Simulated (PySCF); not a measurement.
**He under other conditions**

How does He answer to another spin, charge, distance or environment?

Program: PySCF 2.14.0. Level of theory: method and basis as typed in the scripts. These are calculated values, not measurements.

1 further run of the same task is left out (it didn't finish).

### 1 The atom

He: 1 atom, charge 0, spin multiplicity 1.

### 2 The run that the others are compared with

input.py

```python
from pyscf import gto, dft

mol = gto.M(
    atom='He 0 0 0',
    basis='def2-svp',
    charge=0,
    spin=0,
    verbose=4,
)
mf = dft.RKS(mol, xc='bp86')
mf.kernel()
mf.analyze()
print('orbital energies (hartree):', mf.mo_energy[..., max(0, mol.nelec[1]-3):mol.nelec[0]+3].round(4))
```

Run with:

```bash
OMP_NUM_THREADS=1 python input.py
```

The log of this run is left out.

It gives: E(SCF) = -2.898125 Eh, 4 cycles.

### 3 Charge -1 (doublet, UKS)

Edit 1 changes charge: 0 → -1; spin (2S): 0 → 1; SCF type: RKS → UKS.

input.py

```python
from pyscf import gto, dft

mol = gto.M(
    atom='He 0 0 0',
    basis='def2-svp',
    charge=-1,
    spin=1,
    verbose=4,
)
mf = dft.UKS(mol, xc='bp86')
mf.kernel()
mf.analyze()
print('orbital energies (hartree):', [e[max(0, n-3):n+3].round(4) for e, n in zip(mf.mo_energy, mol.nelec)])
```

Run with:

```bash
OMP_NUM_THREADS=1 python input.py
```

### 4 PCM, ε = 4.71

Edit 2 changes solvent: none (gas phase) → PCM, ε = 4.71.

Edit input.py of step 2 so:

```diff
@@ -1,2 +1,2 @@
-from pyscf import gto, dft
+from pyscf import gto, dft, solvent
 
@@ -10,2 +10,4 @@
 mf = dft.RKS(mol, xc='bp86')
+mf = solvent.PCM(mf)
+mf.with_solvent.eps = 4.71
 mf.kernel()
```

### 5 Triplet (UKS)

Edit 3 changes spin (2S): 0 → 2; SCF type: RKS → UKS.

input.py

```python
from pyscf import gto, dft

mol = gto.M(
    atom='He 0 0 0',
    basis='def2-svp',
    charge=0,
    spin=2,
    verbose=4,
)
mf = dft.UKS(mol, xc='bp86')
mf.kernel()
mf.analyze()
print('orbital energies (hartree):', [e[max(0, n-3):n+3].round(4) for e, n in zip(mf.mo_energy, mol.nelec)])
```

### 6 PCM, ε = 78.36

Edit 4 changes solvent: none (gas phase) → PCM, ε = 78.36.

Edit input.py of step 2 so:

```diff
@@ -1,2 +1,2 @@
-from pyscf import gto, dft
+from pyscf import gto, dft, solvent
 
@@ -10,2 +10,4 @@
 mf = dft.RKS(mol, xc='bp86')
+mf = solvent.PCM(mf)
+mf.with_solvent.eps = 78.36
 mf.kernel()
```

### 7 PCM, ε = 2.27

Edit 5 changes solvent: none (gas phase) → PCM, ε = 2.27.

Edit input.py of step 2 so:

```diff
@@ -1,2 +1,2 @@
-from pyscf import gto, dft
+from pyscf import gto, dft, solvent
 
@@ -10,2 +10,4 @@
 mf = dft.RKS(mol, xc='bp86')
+mf = solvent.PCM(mf)
+mf.with_solvent.eps = 2.27
 mf.kernel()
```

What does the calculation give? Wanted: for each run, E(SCF); from base; gap, α spin.

The runs gave:

```csv
run,E(SCF) (hartree),from base (eV),cycles,"gap, α spin (eV)"
base,-2.898125,0,4,44.67
"charge -1 (doublet, UKS)",-1.575232,+35.9977,11,17.70
"PCM, ε = 4.71",-2.898125,0.0000,4,44.67
triplet (UKS),-1.417554,+40.2884,2,16.89
"PCM, ε = 78.36",-2.898125,0.0000,4,44.67
"PCM, ε = 2.27",-2.898125,0.0000,4,44.67
```

**Reading.** No change of the SCF energy comes from PCM, ε = 4.71 or PCM, ε = 78.36 or PCM, ε = 2.27. At the SCF level, adding an electron (to the doublet) costs 36.00 eV at fixed geometry; correlation, diffuse functions and relaxation can still bind it. The triplet solution found lies 40.29 eV above the base singlet at this geometry and level. With PCM, ε = 4.71, PCM, ε = 78.36, PCM, ε = 2.27 the path hardly changes: 4 cycles against 4.
